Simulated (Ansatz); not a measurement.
# CH3Co: the cost of one run

Program: Ansatz 0.2.0, Gaussian basis. Level of theory: UKS PBE0/def2-TZVP. These are calculated values, not measurements.

## Step 1: The starting structure

5 atoms, charge 0, spin multiplicity 3.

Atoms are counted from 1 here; the program's logs count them from 0.

Bond lengths: Co1–C2 1.929 Å, C2–H3 1.092 Å, C2–H4 1.092 Å, C2–H5 1.092 Å. Angles: Co1–C2–H3 111.2°, Co1–C2–H4 111.2°, Co1–C2–H5 111.2°, H3–C2–H4 107.6°, H3–C2–H5 107.6°, H4–C2–H5 107.6°.

The start was built by rule and, where that kept it together, relaxed with GFN2-xTB. Sticks and bond lists go by distance. 

## Step 2: The run

Input file in.yaml:

```yaml
crystal:
  periodic: [false, false, false]
  atoms:
    - {symbol: Co, position_ang: [-0.408247, 0.003203, 0.002636]}
    - {symbol: C, position_ang: [1.520733, -0.011931, -0.009820]}
    - {symbol: H, position_ang: [1.908247, -1.032629, -0.007266]}
    - {symbol: H, position_ang: [1.925899, 0.498142, 0.866344]}
    - {symbol: H, position_ang: [1.914448, 0.489385, -0.896200]}
basis:
  gaussian: {orbitals: def2-TZVP}
magnetization: {spin_polarized: true, initial_magnetization: 2}
hamiltonian: {xc: pbe0}
relax: {f_tol: 0.004, max_steps: 80}
```

Launch:

```sh
ansatz run in.yaml --threads 1 --pin off --events-out ev --progress --plain --max-ram 2176MiB
```

Q: Estimate wall time and peak memory on 1 thread of Intel Xeon 6975P-C, shared host.

About 50 s, with a peak of 0.26 GiB.
